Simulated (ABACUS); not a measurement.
# WAu (F-43m) in ABACUS: equation of state, part 2 of 2

ABACUS 3.10.1.

### Step 5. Equation of state, PBE, 20.75 Å³/atom

INPUT reads:

```
INPUT_PARAMETERS
suffix              WAu
calculation         scf
basis_type          pw
pseudo_dir          ./
symmetry            1
dft_functional      pbe
ecutwfc             76
pseudo_rcut         7
nspin               1
nbands              21
ks_solver           dav
smearing_method     fd
smearing_sigma      0.00367493
scf_thr             1e-08
scf_nmax            100
mixing_type         broyden
mixing_beta         0.7
cal_force           1
cal_stress          1
kpar                4
```

STRU reads:

```
ATOMIC_SPECIES
W 183.8400 W.upf
Au 196.9666 Au.upf

LATTICE_CONSTANT
1.8897261246

LATTICE_VECTORS
0.0000000000 2.7479792600 2.7479792600
2.7479792600 0.0000000000 2.7479792600
2.7479792600 2.7479792600 0.0000000000

ATOMIC_POSITIONS
Direct

W
0.0
1
0.0000000000 0.0000000000 0.0000000000 1 1 1

Au
0.0
1
0.7500000000 0.7500000000 0.7500000000 1 1 1
```

KPT reads:

```
K_POINTS
0
Gamma
8 8 8 0 0 0
```

Launch:

```bash
OMP_NUM_THREADS=1 mpirun -np 4 abacus > log
```

Wall time 17 s (4 MPI ranks of Intel Xeon Platinum 8259CL at 2.50GHz (Skylake/Cascade Lake), shared host); peak memory 0.4 GiB.

The run converged. Its results:

- Free energy: -6092.2751 eV
- Pressure: 32.7 GPa
- Band gap on the k mesh: none (metal or under the smearing width)

### Step 6. Equation of state, PBE, 21.17 Å³/atom (volume scaled by 1.02)

INPUT is that of step 5.

Changes to STRU since step 5:

```diff
@@ -8,5 +8,5 @@
 LATTICE_VECTORS
-0.0000000000 2.7479792600 2.7479792600
-2.7479792600 0.0000000000 2.7479792600
-2.7479792600 2.7479792600 0.0000000000
+0.0000000000 2.7661783285 2.7661783285
+2.7661783285 0.0000000000 2.7661783285
+2.7661783285 2.7661783285 0.0000000000
```

KPT is that of step 5.

Potentials or basis: PseudoDojo NC SR 0.4.1 PBE standard, plane waves.

Launch:

```bash
OMP_NUM_THREADS=1 mpirun -np 4 abacus > log
```

Wall time 17 s (4 MPI ranks of Intel Xeon Platinum 8259CL at 2.50GHz (Skylake/Cascade Lake), shared host); peak memory 0.4 GiB.

The run converged. Its results:

| Quantity | Value |
| --- | --- |
| Free energy | -6092.4311 eV |
| Pressure | 27.5 GPa |
| Band gap on the k mesh | none (metal or under the smearing width) |

### Step 7. Equation of state, PBE, 21.58 Å³/atom (volume scaled by 1.04)

INPUT is that of step 6.

Changes to STRU since step 6:

```diff
@@ -8,5 +8,5 @@
 LATTICE_VECTORS
-0.0000000000 2.7661783285 2.7661783285
-2.7661783285 0.0000000000 2.7661783285
-2.7661783285 2.7661783285 0.0000000000
+0.0000000000 2.7841410288 2.7841410288
+2.7841410288 0.0000000000 2.7841410288
+2.7841410288 2.7841410288 0.0000000000
```

KPT is that of step 6.

Potentials or basis: PseudoDojo NC SR 0.4.1 PBE standard, plane waves.

Launch:

```bash
OMP_NUM_THREADS=1 mpirun -np 4 abacus > log
```

running log:

```text
ABACUS v3.10.1

               Atomic-orbital Based Ab-initio Computation at UStc

 ------------------------------------------------------------------------------------

 READING GENERAL INFORMATION
                           global_out_dir = OUT.WAu/
                           global_in_card = INPUT
                               pseudo_dir = ./
                              orbital_dir =
                                    DSIZE = 4
                                    GSIZE = 1

 READING UNITCELL INFORMATION
                                    ntype = 2
                  lattice constant (Bohr) = 1.88973
              lattice constant (Angstrom) = 1

 READING ATOM TYPE 1
                               atom label = W
[... 392 lines left out ...]
 EFERMI = 15.602679807 eV

 STATE ENERGY(eV) AND OCCUPATIONS    NSPIN == 1
 1/8 kpoint (Cartesian) = 0.0000 0.0000 0.0000 (3287 pws)
       1       -91.9711     0.00390625
       2       -58.5233     0.00390625
       3       -43.2985     0.00390625
       4       -43.2985     0.00390625
       5       -43.2985     0.00390625
       6       -22.7884     0.00390625
[... 128 lines left out ...]
      20        25.0256    3.33692e-84
      21        25.8722        0.00000

[... levels at 2 further k points ...]

------------------------------------------------------------------------------------------
 TOTAL-FORCE (eV/Angstrom)
------------------------------------------------------------------------------------------
                        W1         0.0000000000         0.0000000000         0.0000000000
                       Au1         0.0000000000         0.0000000000         0.0000000000
------------------------------------------------------------------------------------------

----------------------------------------------------------------
 TOTAL-STRESS (KBAR)
----------------------------------------------------------------
       228.9488721033         0.0000000000         0.0000000000
        -0.0000000000       228.9488721033         0.0000000000
        -0.0000000000         0.0000000000       228.9488721033
----------------------------------------------------------------
 TOTAL-PRESSURE: 228.948872 KBAR

 --------------------------------------------
 !FINAL_ETOT_IS -6092.5618150068221439 eV
 --------------------------------------------
```

It took 17 s on 4 MPI ranks of Intel Xeon Platinum 8259CL at 2.50GHz (Skylake/Cascade Lake), shared host; peak memory 0.4 GiB.

What came out:

```
Free energy            : -6092.5618 eV
Pressure               : 22.9 GPa
Band gap on the k mesh : none (metal or under the smearing width)
```

### Step 8. Equation of state, PBE, 22.00 Å³/atom (volume scaled by 1.06)

INPUT is that of step 7.

Changes to STRU since step 7:

```diff
@@ -8,5 +8,5 @@
 LATTICE_VECTORS
-0.0000000000 2.7841410288 2.7841410288
-2.7841410288 0.0000000000 2.7841410288
-2.7841410288 2.7841410288 0.0000000000
+0.0000000000 2.8018748892 2.8018748892
+2.8018748892 0.0000000000 2.8018748892
+2.8018748892 2.8018748892 0.0000000000
```

KPT is that of step 7.

Launch:

```bash
OMP_NUM_THREADS=1 mpirun -np 4 abacus > log
```

It took 17 s on 4 MPI ranks of Intel Xeon Platinum 8259CL at 2.50GHz (Skylake/Cascade Lake), shared host; peak memory 0.4 GiB.

Results (log left out):

```
Free energy            : -6092.6697 eV
Pressure               : 18.7 GPa
Band gap on the k mesh : none (metal or under the smearing width)
```

### Step 9. Equation of state, PBE

Potentials or basis: PseudoDojo NC SR 0.4.1 PBE standard, plane waves.

This step only gathers the single runs of the series.

Results:

* Equilibrium volume: outside the volumes run

Energy against volume, from the lowest point:
| volume (Å³/atom) | energy (meV/atom) |
| --- | --- |
| 19.506 | 521.08 |
| 19.921 | 396.61 |
| 20.336 | 289.22 |
| 20.751 | 197.26 |
| 21.166 | 119.28 |
| 21.581 | 53.92 |
| 21.996 | 0.00 |

The run has no spin-orbit coupling, so splittings on Au, W are missing.
